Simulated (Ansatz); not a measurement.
# Cr: magnetic orders on spinors

Which arrangement of moments is lowest in this cell of Cr? The runs shown use PAW. Its runs: parallel moments (PAW); parallel moments on spinors (PAW); moments marked - in +- held at 30 degrees to the others (PAW); moments marked - in +- held at 60 degrees to the others (PAW); moments marked - in +- held at 90 degrees to the others (PAW); moments marked - in +- held at 120 degrees to the others (PAW); moments marked - in +- held at 150 degrees to the others (PAW); moments start +- on spinors (PAW).

Computed with Ansatz 0.2.0 (DFT, PBE, PAW with Ansatz's default frozen-core files, scalar-relativistic, unless a step's input says otherwise).

## (1) Starting point

The structure is cubic, space group Im-3m (No. 229). Conventional cell: a = 2.969 Å, b = 2.969 Å, c = 2.969 Å, α = 90.00°, β = 90.00°, γ = 90.00°. Cr (site symmetry m-3m) is surrounded by 8 Cr at 2.57 Å.

Structure file:

```
CELL_PARAMETERS angstrom
2.96890 0.00000 0.00000
0.00000 2.96890 0.00000
0.00000 0.00000 2.96890
ATOMIC_POSITIONS crystal
Cr 0.00000 0.00000 0.00000
Cr 0.50000 0.50000 0.50000
```

In patterns such as +-, the signs follow the magnetic atoms in the order of the input.

Atoms are numbered in the order of the input: Cr1, Cr2.

## (2) Parallel moments, PAW

input.yaml

```yaml
crystal:
  lattice:
    - [2.9688993551, 0.0, 0.0]
    - [0.0, 2.9688993551, 0.0]
    - [0.0, 0.0, 2.9688993551]
  atoms:
    - { symbol: Cr, position: [0.0, 0.0, 0.0], spin: 3.0 }
    - { symbol: Cr, position: [0.5, 0.5, 0.5], spin: 3.0 }
magnetization:
  spin_polarized: true
kpoints:
  mp_grid: { grid: [11, 11, 11] }
scf:
  occupations: { method: fermi_dirac, width: 0.05 }
  lower_state_search: "off"
hamiltonian:
  xc: pbe
  pseudopotentials: { kind: paw }
output:
  forces: true
  stress: true
  eigenvalues: true
```

On the command line:

```
$ ansatz run input.yaml --threads 2 --pin off --max-ram 4096MiB --backend cpu --events-out ev --progress --plain --runs-dir out
```

The runs that follow: Parallel moments on spinors, PAW; Moments marked - in +- held at 30 degrees to the others, PAW; Moments marked - in +- held at 60 degrees to the others, PAW; Moments marked - in +- held at 90 degrees to the others, PAW; Moments marked - in +- held at 120 degrees to the others, PAW; Moments marked - in +- held at 150 degrees to the others, PAW; Moments start +- on spinors, PAW.

Q: Predict the outcome of this session. Wanted: lowest.

The runs gave:

| quantity | value |
| --- | --- |
| lowest (PAW) | moments start +- on spinors, -79.1 meV a magnetic atom from the reference |

**Reading.** By PAW the lowest run is «moments start +- on spinors», 66.7 meV a magnetic atom under «moments marked - in +- held at 150 degrees to the others». In «parallel moments on spinors», «moments marked - in +- held at 30 degrees to the others», «moments marked - in +- held at 60 degrees to the others» the moments died away, leaving the non-magnetic state, a higher solution that the SCF fell into. A run can end in another pattern than it began with. Only this cell's orders were tried, so longer waves of spin are out of reach. Other magnetic orders may lie lower; this is the state that the run reached. The k mesh (11×11×11) wasn't tested for convergence.
